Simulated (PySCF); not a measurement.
**La(NH2)3: other functionals and bases at one geometry**

One table from this session's results is given with a row withheld; the runs are named, their logs left out.

Computed with PySCF 2.14.0. Level: several levels, as the steps say, no spin–orbit coupling.

1 further run of the same task is left out (for a known fault of the program).

## Where the work starts

10 atoms, charge 0, spin multiplicity 1.

Bond lengths: La1–N2 2.345 Å, La1–N5 2.345 Å, La1–N8 2.345 Å, N2–H3 1.022 Å, N2–H4 1.022 Å, N5–H6 1.022 Å, N5–H7 1.022 Å, N8–H9 1.022 Å, N8–H10 1.022 Å. Angles: N2–La1–N5 120.0°, N2–La1–N8 120.0°, N5–La1–N8 120.0°, La1–N2–H3 128.0°, La1–N2–H4 128.0°, H3–N2–H4 104.0°, La1–N5–H6 128.0°, La1–N5–H7 128.0°, H6–N5–H7 104.0°, La1–N8–H9 128.0°, La1–N8–H10 128.0°, H9–N8–H10 104.0°.

Geometry (Å):

```csv
atom,x (Å),y (Å),z (Å)
La1,0.0000,0.0000,0.0000
N2,2.3452,0.0000,0.0000
H3,2.9745,0.0000,0.8050
H4,2.9745,0.0000,-0.8050
N5,-1.1726,2.0310,0.0000
H6,-1.4872,2.5760,0.8050
H7,-1.4872,2.5760,-0.8050
N8,-1.1726,-2.0310,0.0000
H9,-1.4872,-2.5760,0.8050
H10,-1.4872,-2.5760,-0.8050
```

Formal oxidation states: La +3. An earlier session relaxed this geometry at PBE0, La def2-SVP with ECP46, N def2-SVP, H def2-SVP (singlet, point group D3h). Its vibrations showed it to be a saddle point, relaxed within its symmetry.

At PBE0 on the finer grid: E = -199.166295 Eh, HOMO -5.32 eV, LUMO -1.67 eV, Mulliken charge on La1 +1.09 e, largest force component 0.001 eV/Å. 

Levels to run: TPSS; M06-L; PBE0, TZVP. Hardware: 2 threads of Intel Xeon at 2.50GHz (Skylake/Cascade Lake), shared host.

Set-up of the first run:

The input, run.py (the lines that set the calculation):

```python
mol = gto.M(atom='''
La     0.00000     0.00000     0.00000
N      2.34517    -0.00001     0.00000
H      2.97448    -0.00001     0.80502
H      2.97448    -0.00001    -0.80502
N     -1.17258     2.03098     0.00000
H     -1.48723     2.57598     0.80502
H     -1.48723     2.57598    -0.80502
N     -1.17259    -2.03097     0.00000
H     -1.48724    -2.57597     0.80502
H     -1.48724    -2.57597    -0.80502''',
    basis={'La': 'def2-SVP', 'N': 'def2-SVP', 'H': 'def2-SVP'},
    ecp={'La': 'def2-SVP'},
    charge=0, spin=0)
mf = dft.RKS(mol, xc='TPSS')
mf.grids.atom_grid = (75, 302)  # f atoms: unpruned, at least (60, 302)
mf = mf.density_fit()  # fitting sets: La def2-universal-JKFIT, N def2-universal-JKFIT, H def2-universal-JKFIT
mf.conv_tol = 1e-08; mf.max_cycle = 55
mf.kernel(dm0)  # dm0: the density of the relaxed state
```

Launch:

```sh
$ OMP_NUM_THREADS=2 python run.py
```

Among the steps run: TPSS; M06-L; PBE0, TZVP.

One table of the session follows, with a row left open; its other results are not shown here.

| level | HOMO (eV) | gap (eV) | charge on La1 (e) | largest force component (eV/Å) |
| --- | --- | --- | --- | --- |
| PBE0 (relaxed here) | -5.32 | 3.65 | 1.09 | 0.00 |
| TPSS | ? | ? | ? | ? |
| M06-L | -4.06 | 2.46 | 1.25 | 0.14 |
| PBE0, TZVP | -5.65 | 3.89 | 1.54 | 0.42 |

Estimate the missing values for TPSS.

As computed: HOMO (eV): -4.00; gap (eV): 1.83; charge on La1 (e): 1.01; largest force component (eV/Å): 0.26. In the column «HOMO (eV)» it is the highest.

In one basis the HOMO–LUMO gap runs from 1.83 eV (TPSS) to 3.65 eV (PBE0). The largest leftover force, 0.42 eV/Å with PBE0, TZVP, stands at a geometry relaxed at another level. Total energies of different levels can't be compared.
